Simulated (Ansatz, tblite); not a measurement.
# The cluster Li16+: a ladder of methods and basis sets

The task here is to estimate one member of a computed series from the others.

The runs use Ansatz 0.2.0, Gaussian basis; as each input shows.

Plan: GFN1-xTB, PBE/def2-TZVP, r2SCAN/def2-TZVP, revPBE/def2-TZVP, LDA/def2-TZVP, LC-ωPBE/def2-TZVP, PBE/def2-SVP, PBE0/def2-SVP, HF/STO-3G, CCSD(T)/def2-SVP, MP2/def2-TZVP.

2 further runs of the same task are left out: 2 set aside as unsound or not needed.

**The geometry**

The geometry is that of the doublet, from an earlier relaxation (PBE/def2-SVP). At that level it is the lowest of the isomers that a small search found.

16 atoms, charge 1, spin multiplicity 2.

Bond lengths: Li1–Li4 2.751 Å, Li2–Li4 2.837 Å, Li2–Li13 2.834 Å, Li3–Li13 2.731 Å, Li4–Li6 2.857 Å, Li4–Li7 2.746 Å, Li4–Li8 2.748 Å, Li4–Li9 2.833 Å, Li4–Li11 2.731 Å, Li4–Li12 2.844 Å, Li4–Li15 2.753 Å, Li5–Li13 2.748 Å, Li6–Li13 2.855 Å, Li9–Li13 2.835 Å, Li10–Li13 2.747 Å, Li12–Li13 2.846 Å, Li13–Li14 2.752 Å, Li13–Li16 2.757 Å. Angles: Li4–Li2–Li13 66.6°, Li1–Li4–Li2 69.0°, Li1–Li4–Li6 136.3°, Li1–Li4–Li7 136.9°, Li1–Li4–Li8 68.4°, Li1–Li4–Li9 142.1°, Li1–Li4–Li11 80.4°, Li1–Li4–Li12 69.2°, Li1–Li4–Li15 85.1°, Li2–Li4–Li6 113.5°, Li2–Li4–Li7 141.8°, Li2–Li4–Li8 120.8°, Li2–Li4–Li9 75.8°, Li2–Li4–Li11 138.1°, Li2–Li4–Li12 72.4°, Li2–Li4–Li15 68.9°, Li6–Li4–Li7 69.5°, Li6–Li4–Li8 125.7° and more.

The ion is computed in the gas phase, without counter-ions or solvent.

PBE0/def2-TZVP was run before; its log isn't repeated, and its numbers join the tables.

Set-up of the first run:

Tight binding, by tblite at 300 K electronic temperature and without a spin-polarisation term:

```python
tblite.interface.Calculator('GFN1-xTB', numbers, positions, charge=1, uhf=1).singlepoint()
```

start.molden holds the orbitals of an earlier run on this state, given as this run's starting guess.

Input file in.yaml:

```yaml
crystal:
  periodic: [false, false, false]
  atoms:
    - {symbol: Li, position_ang: [-3.347517, -0.384302, -0.832880]}
    - {symbol: Li, position_ang: [-2.787762, 2.123113, 1.020380]}
    - {symbol: Li, position_ang: [2.269526, 1.070016, 1.608026]}
    - {symbol: Li, position_ang: [-2.346450, -0.590544, 1.721634]}
    - {symbol: Li, position_ang: [0.826324, 1.440606, 4.799147]}
    - {symbol: Li, position_ang: [0.210875, -1.059771, 2.906738]}
    - {symbol: Li, position_ang: [-2.570375, -2.337784, 3.828110]}
    - {symbol: Li, position_ang: [-4.261973, -2.499141, 1.229551]}
    - {symbol: Li, position_ang: [-2.219065, 0.793406, 4.189826]}
    - {symbol: Li, position_ang: [1.388137, 3.782905, 2.844423]}
    - {symbol: Li, position_ang: [-1.226908, -2.820637, 0.610710]}
    - {symbol: Li, position_ang: [-0.303795, 0.170427, -0.105786]}
    - {symbol: Li, position_ang: [-0.299202, 1.683782, 2.304109]}
    - {symbol: Li, position_ang: [0.003308, 3.328578, 0.119070]}
    - {symbol: Li, position_ang: [-4.847774, 0.241925, 2.513851]}
    - {symbol: Li, position_ang: [-1.640448, 3.811323, 3.434492]}
basis:
  gaussian: {orbitals: def2-TZVP, initial_orbitals: start.molden}
total_charge: 1
magnetization: {spin_polarized: true, initial_magnetization: 1}
hamiltonian: {xc: pbe}
scf: {omitted_lower_state_checks: [starts]}
output: {forces: true, orbitals: {seedname: orbitals}}
```

Command:

```bash
$ ansatz run in.yaml --threads 4 --pin off --events-out ev --progress --plain --max-ram 4787MiB
```

Among the steps run: PBE/def2-TZVP; r2SCAN/def2-TZVP; revPBE/def2-TZVP; LDA/def2-TZVP; LC-ωPBE/def2-TZVP; PBE/def2-SVP; PBE0/def2-SVP; HF/STO-3G; CCSD(T)/def2-SVP; MP2/def2-TZVP.

One of the session's tables, all rows but one given; the rest of the session is left out.

It belongs to the step «Levels side by side». 

```
            level  HOMO (eV)  LUMO (eV)  gap (eV)
        HF/STO-3G      -6.12      -1.27      4.85
    LDA/def2-TZVP      -5.30      -4.98      0.32
     PBE/def2-SVP      -5.28      -4.80      0.48
    PBE/def2-TZVP          ?          ?         ?
 revPBE/def2-TZVP      -5.34      -4.80      0.53
 r2SCAN/def2-TZVP      -5.42      -4.72      0.70
    PBE0/def2-SVP      -5.71      -4.30      1.41
   PBE0/def2-TZVP      -5.78      -4.37      1.42
LC-ωPBE/def2-TZVP      -7.17      -3.01      4.16
```

**Question.** Estimate the row for PBE/def2-TZVP.

**Answer.** HOMO (eV): -5.35; LUMO (eV): -4.85; gap (eV): 0.50. In the column «HOMO (eV)» it lies between r2SCAN/def2-TZVP (-5.42) and revPBE/def2-TZVP (-5.34).

Caveats from the session: Doubts: large T1 diagnostic, spin contamination. Notes on CCSD(T)/def2-SVP: large T1 diagnostic, spin contamination.
